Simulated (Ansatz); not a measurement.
# C4H6F4: the cost of one run

The runs use Ansatz 0.2.0, Gaussian basis; the settings change from run to run.

### Step 1. The geometry

The geometry comes from an earlier relaxation with PBE0-D4 in a triple-zeta def2 set; it is a stationary point, not always the lowest conformer.

SMILES `CC(F)(CF)C(F)F`, 14 atoms, charge 0, spin multiplicity 1.

Atoms are counted from 1 here; the program's logs count them from 0.

Bond lengths: C1–C2 1.510 Å, C1–H9 1.089 Å, C1–H10 1.091 Å, C1–H11 1.091 Å, C2–F3 1.388 Å, C2–C4 1.512 Å, C2–C6 1.527 Å, C4–F5 1.377 Å, C4–H12 1.093 Å, C4–H13 1.093 Å, C6–F7 1.351 Å, C6–F8 1.357 Å, C6–H14 1.092 Å. Angles: C2–C1–H9 109.6°, C2–C1–H10 110.7°, C2–C1–H11 110.0°, H9–C1–H10 108.7°, H9–C1–H11 108.8°, H10–C1–H11 109.0°, C1–C2–F3 109.1°, C1–C2–C4 111.1°, C1–C2–C6 112.4°, F3–C2–C4 108.0°, F3–C2–C6 105.3°, C4–C2–C6 110.7°, C2–C4–F5 110.9°, C2–C4–H12 110.2°, C2–C4–H13 108.9°, F5–C4–H12 108.5°, F5–C4–H13 108.4°, H12–C4–H13 110.0° and more.

### Step 2. PBE-QIDH/def2-mTZVP

Contents of in.yaml:

```yaml
crystal:
  periodic: [false, false, false]
  atoms:
    - {symbol: C, position_ang: [-1.026199, 0.556143, -0.881041]}
    - {symbol: C, position_ang: [0.264947, 0.123582, -0.229395]}
    - {symbol: F, position_ang: [1.325732, 0.455006, -1.060707]}
    - {symbol: C, position_ang: [0.470447, 0.827778, 1.093181]}
    - {symbol: F, position_ang: [1.596172, 0.356608, 1.731609]}
    - {symbol: C, position_ang: [0.348839, -1.391074, -0.053226]}
    - {symbol: F, position_ang: [0.101237, -2.011912, -1.226797]}
    - {symbol: F, position_ang: [-0.600202, -1.789987, 0.831409]}
    - {symbol: H, position_ang: [-1.091119, 0.131389, -1.881860]}
    - {symbol: H, position_ang: [-1.883875, 0.215268, -0.299810]}
    - {symbol: H, position_ang: [-1.058513, 1.644088, -0.958499]}
    - {symbol: H, position_ang: [-0.390869, 0.664568, 1.745349]}
    - {symbol: H, position_ang: [0.601746, 1.897250, 0.908435]}
    - {symbol: H, position_ang: [1.328758, -1.707708, 0.310250]}
basis:
  gaussian: {orbitals: def2-mTZVP}
hamiltonian: {xc: {name: PBE-QIDH}}
output: {forces: true}
```

Started as:

```bash
> ansatz run in.yaml --threads 2 --pin off --events-out ev --progress --plain --max-ram 32768MiB --backend cpu
```

**Question.** How long does this run take on 2 threads of AMD EPYC 7R13, shared host, and how much memory does it need?

About 15 s, with a peak of 0.65 GiB.
